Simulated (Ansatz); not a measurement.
# Cl₃FH₂SSi₂: up Jacob's ladder to CCSD(T)

An exercise on one series of results from a longer session: the logs are not shown, and one member is left open.

Method: functionals in def2-TZVPP, the program's frozen cores in correlated methods; program: Ansatz 0.2.0, Gaussian basis.

Levels to be run: PBE-D4, r2SCAN-D4, PBE0-D4, B3LYP-D4, ωB97X-V, ωB97M-V, B2PLYP; CCSD(T)/def2-TZVPP; MP2/def2-QZVPP; extrapolation to the limit.

### The geometry

The geometry comes from an earlier relaxation with PBE0-D4 in a triple-zeta def2 set; it is a stationary point, not always the lowest conformer.

9 atoms, charge 0, spin multiplicity 1.

Atoms are counted from 1 here; the program's logs count them from 0.

Bond lengths: F1–Si2 1.583 Å, Si2–Cl3 2.021 Å, Si2–Cl4 2.021 Å, Si2–S5 2.105 Å, S5–Si6 2.141 Å, Si6–Cl7 2.044 Å, Si6–H8 1.475 Å, Si6–H9 1.477 Å. Angles: F1–Si2–Cl3 107.1°, F1–Si2–Cl4 108.6°, F1–Si2–S5 110.3°, Cl3–Si2–Cl4 109.4°, Cl3–Si2–S5 113.0°, Cl4–Si2–S5 108.4°, Si2–S5–Si6 100.5°, S5–Si6–Cl7 112.3°, S5–Si6–H8 111.0°, S5–Si6–H9 103.7°, Cl7–Si6–H8 107.9°, Cl7–Si6–H9 109.3°, H8–Si6–H9 112.6°.

Set-up of the first run:

The input, in.yaml:

```yaml
crystal:
  periodic: [false, false, false]
  atoms:
    - {symbol: F, position_ang: [-1.271026, -0.324825, -1.390870]}
    - {symbol: Si, position_ang: [-1.539096, 0.322652, 0.028536]}
    - {symbol: Cl, position_ang: [-1.546302, 2.327801, -0.224986]}
    - {symbol: Cl, position_ang: [-3.356322, -0.277125, 0.679502]}
    - {symbol: S, position_ang: [-0.090960, -0.326476, 1.411285]}
    - {symbol: Si, position_ang: [1.613384, -0.522082, 0.130849]}
    - {symbol: Cl, position_ang: [2.151878, 1.256386, -0.720789]}
    - {symbol: H, position_ang: [1.352177, -1.485216, -0.955263]}
    - {symbol: H, position_ang: [2.686277, -0.971115, 1.041745]}
basis:
  gaussian: {orbitals: def2-TZVPP}
hamiltonian: {xc: pbe, dispersion: d4}
output: {forces: true, orbitals: {seedname: orbitals}}
```

Command:

```bash
$ ansatz run in.yaml --threads 2 --pin off --events-out ev --progress --plain --max-ram 32768MiB --backend cuda --devices 0, --max-vram 18GiB
```

Steps of the session up to this table: PBE-D4 (GGA); r2SCAN-D4 (meta-GGA); PBE0-D4 (hybrid); B3LYP-D4 (hybrid); ωB97X-V (range-separated); ωB97M-V (range-separated); B2PLYP (double hybrid); CCSD(T) in def2-TZVPP; MP2 in def2-QZVPP.

One of the session's tables, all rows but one given; the rest of the session is left out.

| method | atomisation energy (kJ/mol) |
| --- | --- |
| PBE-D4 | ? |
| r2SCAN-D4 | 3126.7 |
| PBE0-D4 | 3088.6 |
| B3LYP-D4 | 3045.0 |
| ωB97X-V | 3125.3 |
| ωB97M-V | 3123.3 |
| B2PLYP | 3017.6 |
| HF/def2-TZVPP | 2279.2 |
| MP2/def2-TZVPP | 3109.8 |
| CCSD/def2-TZVPP | 2921.5 |
| CCSD(T)/def2-TZVPP | 2985.4 |
| MP2/CBS | 3232.5 |
| CCSD(T)/CBS | 3108.1 |

Estimate the missing values for PBE-D4.

**Answer.** atomisation energy (kJ/mol): 3129.8. In the column «atomisation energy (kJ/mol)» it lies between r2SCAN-D4 (3126.7) and MP2/CBS (3232.5).
